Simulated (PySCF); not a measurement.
Molecule: FBSClH, in a box.

```
F B S Cl H
1.0
    13.00000    0.00000    0.00000
     0.00000   12.00000    0.00000
     0.00000    0.00000   11.00000
F B S Cl H
1 1 1 1 1
Direct
  0.46233 0.41769 0.58744
  0.47040 0.50231 0.51157
  0.58461 0.58581 0.50326
  0.36646 0.53360 0.41654
  0.63554 0.52894 0.58965
```

Program: PySCF 2.14.0. Alike in all runs: task atomic charges; potentials or basis pob-tzvp-rev2 (all-electron); no spin polarisation; cell as given; k mesh 1 × 1 × 1; smearing fixed.

Q: Order these runs on this cell by their band gap on the k mesh, lowest first.
A. level M06+D4; three-body dispersion term yes; exxdiv ewald
B. level SCAN0; exxdiv ewald
C. level revTPSS+D4; three-body dispersion term yes
D. level LDA

A: D (5.70 eV), C (6.14 eV), A (8.14 eV), B (8.53 eV).

Caveats: this is a molecule in a periodic box at the Γ point, so its band gap is the HOMO-LUMO gap; the basis of atomic orbitals isn't converged, which shifts pressures, moduli and gaps; this basis is made for solids and lacks diffuse functions, so gaps of a molecule come out too wide by an eV or more.

Runs at the PBE level aren't shown here.
